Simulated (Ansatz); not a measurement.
# BaBe3: the cost of one run

Method: DFT r2SCAN, scalar-relativistic, plane waves, PAW, in Ansatz 0.2.0.

1 further run of the same task is left out (it didn't finish).

## 1. The system as given

Symmetry: I4/mmm, No. 139, tetragonal system. The conventional cell has a = 3.787 Å, b = 3.787 Å, c = 8.460 Å, α = 90.00°, β = 90.00°, γ = 90.00°. Around Ba (site symmetry 4/mmm) lie 12 Be at 2.68 to 2.84 Å. Be (site symmetry 4/mmm) has 4 Ba at 2.68 Å and 8 Be at 2.84 Å as nearest neighbours. Be (site symmetry -4m2) has 8 Be at 2.68 to 2.84 Å and 4 Ba at 2.84 Å as nearest neighbours.

Coordinates:

```xyz
4
Lattice="-1.8936 1.8936 4.2298 1.8936 -1.8936 4.2298 1.8936 1.8936 -4.2298" Properties=species:S:1:pos:R:3 pbc="T T T"
Ba    0.0000    0.0000    0.0000
Be    0.0000    0.0000    4.2298
Be    1.8936    0.0000    2.1149
Be    0.0000    1.8936    2.1149
```

(A quick probe on a coarse mesh, which set the mesh and smearing, is not shown.)

## 3. A loose first relaxation

The input, input.yaml:

```yaml
crystal:
  lattice:
    - [-1.8935625827, 1.8935625827, 4.2297761588]
    - [1.8935625827, -1.8935625827, 4.2297761588]
    - [1.8935625827, 1.8935625827, -4.2297761588]
  atoms:
    - { symbol: Ba, position: [0.0, 0.0, 0.0] }
    - { symbol: Be, position: [0.5, 0.5, 0.0] }
    - { symbol: Be, position: [0.25, 0.75, 0.5] }
    - { symbol: Be, position: [0.75, 0.25, 0.5] }
basis:
  ecutwfc: 500
kpoints:
  mp_grid: { grid: [6, 6, 6] }
hamiltonian:
  xc: r2scan
scf:
  occupations: { method: gaussian, width: 0.1 }
  lower_state_search: "off"
output:
  forces: true
  stress: true
  eigenvalues: true
relax:
  adjacent_minimum: "off"
  f_tol: 0.04
  max_steps: 70
  cell: { stress_tol: 0.4 }
```

On the command line:

```sh
$ ansatz run input.yaml --threads 1 --pin off --max-ram 2560MiB --backend cpu --events-out ev --progress --plain --runs-dir out
```

What time and memory should one allow on 1 thread of Intel Xeon Platinum 8488C (Sapphire Rapids), shared host?

About 46 s, with a peak of 0.68 GiB.
